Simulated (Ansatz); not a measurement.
Task: a displacement scan with seeded SCF runs of BaPbO3, space group Pm-3m, with the Python package of Ansatz (0.2.0). Give the script and its output. Settings (first run): LDA, PAW, the default cutoff (420 eV here), 3×3×3 k-points, fixed occupations.

```
Ba Pb O
1.0
     4.36222    0.00000    0.00000
     0.00000    4.36222    0.00000
     0.00000    0.00000    4.36222
Ba Pb O
1 1 3
Direct
  0.50000 0.50000 0.50000
  0.00000 0.00000 0.00000
  0.00000 0.50000 0.00000
  0.00000 0.00000 0.50000
  0.50000 0.00000 0.00000
```

`run_walk.py`:
```python
"""Move one atom of BaPbO3 step by step, each SCF seeded by the last."""

from dataclasses import dataclass
import warnings

import ansatz as az
import numpy as np


@dataclass(frozen=True)
class Settings:
    functional: str = "lda"
    kmesh: tuple[int, ...] = (3, 3, 3)
    extra_bands: int = 6


cfg = Settings()

warnings.simplefilter("ignore", az.DeckWarning)

structure = (
    az.Lattice.of((4.36222, 0.0, 0.0), (0.0, 4.36222, 0.0), (0.0, 0.0, 4.36222))
    .atom("Ba", (0.5, 0.5, 0.5))
    .atom("Pb", (0.0, 0.0, 0.0))
    .atom("O", (0.0, 0.5, 0.0))
    .atom("O", (0.0, 0.0, 0.5))
    .atom("O", (0.5, 0.0, 0.0))
)

start = np.array(structure.resolved().sites[0].position)
previous, rows = None, []
for step in range(5):
    target = start + step * 0.01 * np.eye(3)[2]
    setup = (
        structure.move(0, to=target).calculation()
        .functional(cfg.functional)
        .accuracy("low")  # preset for grids and thresholds
        .kpoints(*cfg.kmesh, shift=0.5)  # the mesh must be finer for metals
        .occupations(az.OccupationsMethod.FIXED)  # no smearing
        .mixing("msr1")
        .scf(extra_bands=cfg.extra_bands, self_checks="high")
        .forces()  # eV per angstrom
    )
    session = setup.session()
    if previous is not None:
        session.seed_next_step(previous)
    previous = session.plan(retain="density").execute()
    rep = previous.report
    shift = float(np.linalg.norm((target - start) @ np.array(rep["lattice"]["cell_ang"])))
    rows.append((step, shift, rep["lagrangian_ev"], float(np.linalg.norm(rep["forces_ev_ang"][0])), rep["n_iterations"], rep["n_symmetry_ops"]))
rows = [(row[0], row[1], 1000 * (row[2] - rows[0][2]), *row[3:]) for row in rows]
for row in rows:
    print("; ".join(f"{name} = {round(v, 4) if isinstance(v, float) else v}" for name, v in zip(["step", "moved A", "dE meV", "force on it eV/A", "iterations", "symmetry operations"], row)))
```

Output of `python run_walk.py`:
```text
step = 0; moved A = 0.0; dE meV = 0.0; force on it eV/A = 0.0; iterations = 7; symmetry operations = 48
step = 1; moved A = 0.0436; dE meV = 1.0426; force on it eV/A = 0.0479; iterations = 7; symmetry operations = 8
step = 2; moved A = 0.0872; dE meV = 4.2057; force on it eV/A = 0.0975; iterations = 7; symmetry operations = 8
step = 3; moved A = 0.1309; dE meV = 9.5945; force on it eV/A = 0.1502; iterations = 7; symmetry operations = 8
step = 4; moved A = 0.1745; dE meV = 17.3819; force on it eV/A = 0.2077; iterations = 7; symmetry operations = 8
```

Caveats:
- The settings weren't tested for convergence.
- Energy and stress may still move on a finer k-point mesh.
- Spin-orbit coupling, which matters for elements this heavy, is left out.
- The structure comes from a database of computed cells and needn't be a stable or known phase.
- The first step keeps the crystal's symmetry; the moved atom lowers it.
- Hardware and time: 10 s on 1 thread of Arm Neoverse V1 (shared host), peak memory 0.38 GiB.

(Lines on the test bed's own set-up are left out of the output.)
